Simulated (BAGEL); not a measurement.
# singlet B2H2F2: a chain of runs

Aim: a single-point energy (singlet B2H2F2, HF/def2-SVP), then the energy (doublet [B2H2F2]−, CASSCF(3,3)/def2-SVP) of B2F2H2. 

The calculation is run with BAGEL 1.2.2.

2 further runs of the same task are left out: 1 that didn't finish, 1 set aside as unsound or not needed.

## (1) The molecule

The species is B2H2F2 (6 atoms), meant as a singlet with charge 0. SMILES of the parent species: `[BH2-]B(F)F`. Geometry: relaxed at GFN2-xTB. That shape belongs to the parent species and isn't relaxed for this state.

Bond lengths: B1–B2 1.572 Å, B2–F3 1.417 Å, B2–F4 1.416 Å, B1–H5 1.209 Å, B1–H6 1.208 Å. Angles: B1–B2–F3 127.4°, B1–B2–F4 127.5°, F3–B2–F4 105.1°, B2–B1–H5 123.6°, B2–B1–H6 123.6°, H5–B1–H6 112.7°.

## (2) The energy at HF/def2-SVP (density fitting with tzvpp-jkfit) (run 1)

hf.json reads:

```json
{ "bagel" : [

{
  "title" : "molecule",
  "basis" : "svp",
  "df_basis" : "tzvpp-jkfit",
  "angstrom" : true,
  "geometry" : [
    { "atom" : "B", "xyz" : [   -0.328080,    0.752540,   -0.220650 ] },
    { "atom" : "B", "xyz" : [    0.279650,   -0.638840,    0.187100 ] },
    { "atom" : "F", "xyz" : [   -0.051890,   -1.911440,   -0.340810 ] },
    { "atom" : "F", "xyz" : [    1.272820,   -0.892150,    1.164420 ] },
    { "atom" : "H", "xyz" : [   -1.179650,    0.888680,   -1.067510 ] },
    { "atom" : "H", "xyz" : [    0.007150,    1.801210,    0.277450 ] }
  ]
},
{ "title" : "hf" },
{ "title" : "print", "file" : "orbitals.molden", "orbitals" : true }

]}
```

On the command line:

```
BAGEL_NUM_THREADS=1 BAGEL hf.json > hf.out
```

The log of the run:

```text
* using 1 threads per process

  ===============================================================
  ===============================================================

  *** Geometry ***

  { "atom" : "B", "xyz" : [     -0.619981,      1.422094,     -0.416968 ] },
  { "atom" : "B", "xyz" : [      0.528462,     -1.207233,      0.353568 ] },
  { "atom" : "F", "xyz" : [     -0.098058,     -3.612098,     -0.644038 ] },
  { "atom" : "F", "xyz" : [      2.405281,     -1.685919,      2.200435 ] },
  { "atom" : "H", "xyz" : [     -2.229215,      1.679362,     -2.017302 ] },
  { "atom" : "H", "xyz" : [      0.013512,      3.403794,      0.524305 ] },

  Number of auxiliary basis functions:      340

  Since a DF basis is specified, we compute 2- and 3-index integrals:
    o Being stored without compression. Storage requirement is 0.012 GB

  Number of basis functions:       66
  Number of electrons      :       30

    * METHOD: MOLECULE                             0.07

  *** RHF ***

  === Nuclear Repulsion ===
    91.2485025974

      * DIIS with orbital gradients will be used.

  === RHF iteration (svp) ===
      0       -249.06665521          0.02349452           0.01
      1       -249.19141093          0.01592845           0.01
      2       -249.26283038          0.00153037           0.01
      3       -249.26405929          0.00018745           0.01
      4       -249.26407924          0.00005239           0.01
      5       -249.26408116          0.00001233           0.01
      6       -249.26408128          0.00000308           0.01
      7       -249.26408129          0.00000110           0.01
      8       -249.26408129          0.00000038           0.01
      9       -249.26408129          0.00000008           0.01
     10       -249.26408129          0.00000004           0.01
     11       -249.26408129          0.00000001           0.01
    * SCF iteration converged.

    * Permanent dipole moment:
           (    0.369796,    -0.855546,     0.251142) a.u.

    * METHOD: HF                                   0.21

    * METHOD: PRINT                                0.00

  ===============================================================
```

Wall time 0.58 s (1 thread of Intel Xeon 6975P-C (Granite Rapids), shared host).

## (3) The doublet anion: a single-point energy at CASSCF(3,3)/def2-SVP (density fitting with tzvpp-jkfit, 2 states averaged) (run 2)

casscf.json reads:

```json
{ "bagel": [

{
  "title": "molecule",
  "basis": "svp",
  "df_basis": "tzvpp-jkfit",
  "angstrom": "true",
  "geometry": [
    { "atom": "B", "xyz": [      -0.328080,       0.752540,      -0.220650 ] },
    { "atom": "B", "xyz": [       0.279650,      -0.638840,       0.187100 ] },
    { "atom": "F", "xyz": [      -0.051890,      -1.911440,      -0.340810 ] },
    { "atom": "F", "xyz": [       1.272820,      -0.892150,       1.164420 ] },
    { "atom": "H", "xyz": [      -1.179650,       0.888680,      -1.067510 ] },
    { "atom": "H", "xyz": [       0.007150,       1.801210,       0.277450 ] }
  ]
},

{ "title": "hf" },

{
  "title": "casscf",
  "nstate": 2,
  "nact": 3,
  "nclosed": 14,
  "charge": -1,
  "nspin": 1,
  "active": [15, 16, 18],
  "thresh": 1.0e-9,
  "maxiter": 200,
  "fci_algorithm": "knowles",
  "natocc": "true"
},

{ "title": "print", "file": "orbitals.molden", "orbitals": "true" }

]}
```

On the command line:

```
BAGEL_NUM_THREADS=1 BAGEL casscf.json > casscf.out
```

The log of the run:

```text
* using 1 threads per process

  ===============================================================
  ===============================================================

  *** Geometry ***

  { "atom" : "B", "xyz" : [     -0.619981,      1.422094,     -0.416968 ] },
  { "atom" : "B", "xyz" : [      0.528462,     -1.207233,      0.353568 ] },
  { "atom" : "F", "xyz" : [     -0.098058,     -3.612098,     -0.644038 ] },
  { "atom" : "F", "xyz" : [      2.405281,     -1.685919,      2.200435 ] },
  { "atom" : "H", "xyz" : [     -2.229215,      1.679362,     -2.017302 ] },
  { "atom" : "H", "xyz" : [      0.013512,      3.403794,      0.524305 ] },

  Number of auxiliary basis functions:      340

  Since a DF basis is specified, we compute 2- and 3-index integrals:
    o Being stored without compression. Storage requirement is 0.012 GB

  Number of basis functions:       66
  Number of electrons      :       30

    * METHOD: MOLECULE                             0.07

  *** RHF ***

  === Nuclear Repulsion ===
    91.2485025974

      * DIIS with orbital gradients will be used.

  === RHF iteration (svp) ===
      0       -249.06665521          0.02349452           0.01
      1       -249.19141093          0.01592845           0.01
      2       -249.26283038          0.00153037           0.01
[... 8 lines of this table left out ...]
     11       -249.26408129          0.00000001           0.01
    * SCF iteration converged.

    * Permanent dipole moment:
           (    0.369796,    -0.855546,     0.251142) a.u.

    * METHOD: HF                                   0.21

  ---------------------------
      CASSCF calculation
  ---------------------------

    ==== Active orbitals : =====
         Orbital 15
         Orbital 16
         Orbital 18
    ============================

    * nstate   :      2
    * nclosed  :     14
    * nact     :      3
    * nvirt    :     49
  === CASSCF iteration (svp) ===

    * Using the second-order algorithm

      0  0      -249.27575210     1.53e-02      0.01
      0  1      -249.05378391     0.00e+00      0.01

[... 37 lines of this table left out ...]
     13  1      -249.08904049     0.00e+00      0.08

    * Second-order optimization converged. *

     guess   0:   closed .1.                  open 1..
     guess   1:   closed 1..                  open .1.

  === FCI iteration ===

      0  0      -249.29265849     2.79e-02      0.00
      0  1      -249.08566015     1.57e-02      0.00

[... 7 lines of this table left out ...]
      3  1 *    -249.08904049     8.53e-16      0.00

     * ci vector, state   0, <S^2> = 0.7500
       a2.     0.9969910481
       a.2    -0.0580212170

     * ci vector, state   1, <S^2> = 0.7500
       2a.    -0.9971552344
       2.a     0.0650201272

    * METHOD: CASSCF                               1.18

    * METHOD: PRINT                                0.00

  ===============================================================
```

Wall time 1.8 s (1 thread of Intel Xeon 6975P-C (Granite Rapids), shared host).

## (4) Results

```
                                                        quantity          value
                                run 1, HF/def2-SVP: total energy  -249.26408 Eh
                               run 1, HF/def2-SVP: dipole moment         2.45 D
                                 run 1, HF/def2-SVP: HOMO energy      -13.96 eV
                                 run 1, HF/def2-SVP: LUMO energy       -0.24 eV
                               run 1, HF/def2-SVP: HOMO–LUMO gap       13.72 eV
                  doublet anion: energy of the lowest of 2 roots  -249.29890 Eh
doublet anion: lowest excitation energy within this active space        5.71 eV
```

In words: The orbitals (doublet anion) are averaged over several states, so each root lies above its own optimum (it can stand above Hartree-Fock), and forces and dipoles share that bias. For an anion, states without diffuse functions may be basis-held continuum.
